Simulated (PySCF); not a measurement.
# The bond of RuCl+, level by level

An exercise on one series of results from a longer session: the logs are not shown, and one member is left open.

The runs use PySCF 2.14.0; Ru def2-TZVPPD with ECP28, Cl def2-TZVPPD, scalar-relativistic core potentials.

The first run:

Settings of the job:

* atoms: Ru, Cl
* charge: 1
* basis: Ru def2-TZVPPD with ECP28, Cl def2-TZVPPD
* Hamiltonian: scalar-relativistic core potentials
* basis functions: 107
* electrons treated: 32
* masses in u: 101.9043, 34.9689
* levels: PBE0, PBE, r²SCAN, revPBE, BLYP, MN15, TPSS, TPSSh, HSE06, HF, MP2, SCS-MP2, CCSD, CCSD(T)
* grid: 80 radial by 434 angular points
* occupations: held fixed by the projection of orbital angular momentum
* dissociation limit: Ru+ + Cl, each in its ground configuration
* starting distance in angstrom: 2.265
* values of 2S to try: 0, 2, 4, 6

Run with:

```sh
$ OMP_NUM_THREADS=2 python dia.py task.json out
```

Among the steps run: Input; PBE0 along the bond; Higher solutions at PBE0; PBE (GGA); r²SCAN (meta-GGA); revPBE; BLYP (GGA); MN15 (hybrid meta-GGA); TPSS (meta-GGA); TPSSh; HSE06; UHF; MP2 and coupled cluster.

One table of the session follows, with a row left open; its other results are not shown here.

It belongs to the step «The curves together». Energy (eV) from each level's lowest point:

```
R (Å)    UHF  UHF-MP2  UHF-SCS-MP2  UHF-CCSD  UHF-CCSD(T)
1.841  2.207    1.209        1.379       n/a          n/a
1.927  1.180    0.504        0.617     0.705        0.686
2.013  0.532    0.133        0.195     0.239        0.229
2.077  0.236    0.015        0.044     0.063        0.059
2.141  0.068    0.000        0.000     0.000        0.000
2.205  0.000    0.065        0.039     0.024        0.026
2.291      ?        ?            ?         ?            ?
2.398  0.205    0.563        0.477     0.432        0.428
2.526  0.544    1.032        0.916     0.854        0.838
2.698  1.104    1.721        1.586       n/a          n/a
```

Q: Estimate the row for R (Å) = 2.291 from the others.

Worked estimate for «UHF». A straight line through the neighbours (2.205, 0.000) and (2.398, 0.205) gives 0.000 + (0.205 − 0.000) × (2.291 − 2.205) / (2.398 − 2.205) = 0.091; a parabola fitted to 4 rows on both sides gives 0.043.

As computed: UHF: 0.030; UHF-MP2: 0.242; UHF-SCS-MP2: 0.187; UHF-CCSD: 0.157; UHF-CCSD(T): 0.158. In «UHF» the line misses by +0.061 and the parabola by +0.013.

To keep in mind: The state is the lowest single determinant that the PBE0 search found; with open d or f shells the true ground state can be another one.
